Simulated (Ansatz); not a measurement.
**Zn: an axial (c/a) deformation path**

One table from this session's results is given with a row withheld; the runs are named, their logs left out.

Computed with Ansatz 0.2.0 (DFT PBEsol, scalar-relativistic, plane waves, PAW, unless a step's input says otherwise).

### The system as given

It takes space group P6_3/mmc (No. 194, hexagonal). The conventional cell has a = 2.665 Å, b = 2.665 Å, c = 4.947 Å, α = 90.00°, β = 90.00°, γ = 120.00°. Zn (site symmetry -6m2) is surrounded by 12 Zn at 2.66 to 2.91 Å.

As a file:

```cif
data_structure
_symmetry_space_group_name_H-M 'P 1'
_symmetry_Int_Tables_number 1
_cell_length_a 2.6648
_cell_length_b 2.6648
_cell_length_c 4.9467
_cell_angle_alpha 90.000
_cell_angle_beta 90.000
_cell_angle_gamma 120.000
_cell_volume 30.42
loop_
_atom_site_label
_atom_site_type_symbol
_atom_site_fract_x
_atom_site_fract_y
_atom_site_fract_z
_atom_site_occupancy
Zn1 Zn 0.33333 0.66667 0.25000 1
Zn2 Zn 0.66667 0.33333 0.75000 1
```

The cell is taken as given, not relaxed at this level.

The first run:

input.yaml reads:

```yaml
crystal:
  lattice:
    - [2.6647980532, 0.0, 0.0]
    - [-1.3323990266, 2.30778281, 0.0]
    - [0.0, 0.0, 4.9467]
  atoms:
    - { symbol: Zn, position: [0.3333333333, 0.6666666667, 0.25] }
    - { symbol: Zn, position: [0.6666666667, 0.3333333333, 0.75] }
basis:
  ecutwfc: 420
kpoints:
  mp_grid: { grid: [24, 24, 12] }
hamiltonian:
  xc: pbesol
scf:
  occupations: { method: gaussian, width: 0.15 }
output:
  forces: true
  stress: true
  eigenvalues: true
```

Command:

```bash
$ ansatz run input.yaml --threads 1 --pin off --max-ram 2560MiB --backend cpu --events-out ev --progress --plain --runs-dir out
```

Steps of the session up to this table: The undisturbed cell; ρ = 0.850; Point ρ = 1.200; Point ρ = 0.920; ρ = 1.100; Point ρ = 0.960; ρ = 1.050; Point ρ = 0.800; ρ = 1.300.

One of the session's tables, all rows but one given; the rest of the session is left out.

```
    ρ  ΔE (meV/atom)  pressure (GPa)
0.800           23.4            -5.7
0.850           20.7            -6.1
0.920           13.1            -6.2
0.960            7.4            -5.9
1.000            0.0            -5.4
1.050           -3.5            -4.2
1.100            0.8            -2.7
1.200              ?               ?
1.300           98.3             6.7
```

**Question.** Estimate the row for ρ = 1.200.

Worked estimate for «ΔE (meV/atom)». A straight line through the neighbours (1.100, 0.8) and (1.300, 98.3) gives 0.8 + (98.3 − 0.8) × (1.200 − 1.100) / (1.300 − 1.100) = 49.5; a parabola fitted to 3 rows on both sides gives 33.5.

The run gave: ΔE (meV/atom): 29.5; pressure (GPa): 1.2. In «ΔE (meV/atom)» the line misses by +20.0 and the parabola by +4.0.
